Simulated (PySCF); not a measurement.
# H8N4Ta (Ta(NH2)4+): the cost of one run

Method: BP86, Ta def2-SVP with ECP60, N def2-SVP, H def2-SVP; scalar-relativistic core potentials, no spin–orbit coupling; program: PySCF 2.14.0.

## 1. The starting structure

13 atoms, charge 1, spin multiplicity 1.

Bond lengths: Ta1–N2 2.082 Å, Ta1–N5 2.082 Å, Ta1–N8 2.082 Å, Ta1–N11 2.082 Å, N2–H3 1.037 Å, N2–H4 1.037 Å, N5–H6 1.037 Å, N5–H7 1.037 Å, N8–H9 1.037 Å, N8–H10 1.037 Å, N11–H12 1.037 Å, N11–H13 1.037 Å. Angles: N2–Ta1–N5 90.0°, N2–Ta1–N8 180.0°, N2–Ta1–N11 90.0°, N5–Ta1–N8 90.0°, N5–Ta1–N11 180.0°, N8–Ta1–N11 90.0°, Ta1–N2–H3 126.0°, Ta1–N2–H4 126.0°, H3–N2–H4 108.0°, Ta1–N5–H6 126.0°, Ta1–N5–H7 126.0°, H6–N5–H7 108.0°, Ta1–N8–H9 126.0°, Ta1–N8–H10 126.0°, H9–N8–H10 108.0°, Ta1–N11–H12 126.0°, Ta1–N11–H13 126.0°, H12–N11–H13 108.0°.

As a file:

| atom | x (Å) | y (Å) | z (Å) |
| --- | --- | --- | --- |
| Ta1 | 0.0000 | 0.0000 | 0.0000 |
| N2 | 2.0817 | 0.0000 | 0.0000 |
| H3 | 2.6912 | 0.0000 | 0.8388 |
| H4 | 2.6912 | 0.0000 | -0.8388 |
| N5 | 0.0000 | 2.0817 | 0.0000 |
| H6 | 0.0000 | 2.6912 | 0.8388 |
| H7 | 0.0000 | 2.6912 | -0.8388 |
| N8 | -2.0817 | 0.0000 | 0.0000 |
| H9 | -2.6912 | 0.0000 | 0.8388 |
| H10 | -2.6912 | 0.0000 | -0.8388 |
| N11 | 0.0000 | -2.0817 | 0.0000 |
| H12 | 0.0000 | -2.6912 | 0.8388 |
| H13 | 0.0000 | -2.6912 | -0.8388 |

Formal oxidation states: Ta +5. An earlier session relaxed this geometry at BP86, Ta def2-SVP with ECP60, N def2-SVP, H def2-SVP (singlet, point group D4h). Its vibrations showed it to be a saddle point, relaxed within its symmetry.

Its energy there is -280.459331 Eh.

## 2. Atoms moved at random, σ = 0.1 Å

File run.py (the lines that set the calculation):

```python
mol = gto.M(atom='''
Ta     0.13582     0.13839     0.14664
N      1.98453    -0.15390    -0.03746
H      2.62352    -0.02976     1.00743
H      2.67497     0.03141    -0.76945
N     -0.00162     2.07554     0.04863
H      0.08493     2.88502     0.83822
H      0.02455     2.61982    -0.93108
N     -2.17179    -0.08934     0.02940
H     -2.77963     0.01587     0.83298
H     -2.60839    -0.05227    -0.96820
N      0.04449    -2.21256    -0.09523
H     -0.06636    -2.62602     0.72256
H      0.05497    -2.60219    -0.82445''',
    basis={'Ta': 'def2-SVP', 'N': 'def2-SVP', 'H': 'def2-SVP'},
    ecp={'Ta': 'def2-SVP'},
    charge=1, spin=0)
mf = dft.RKS(mol, xc='B88,P86')
mf.grids.atom_grid = (50, 194)
mf = mf.density_fit()  # fitting sets: Ta def2-universal-JKFIT, N def2-universal-JKFIT, H def2-universal-JKFIT
mf.conv_tol = 1e-08; mf.max_cycle = 55
mf.kernel(dm0)  # dm0: the density of the relaxed state
```

Started as:

```console
> OMP_NUM_THREADS=2 python run.py
```

**Question.** How long does this run take on 2 threads of Arm Neoverse V1, shared host?

About 93 s.
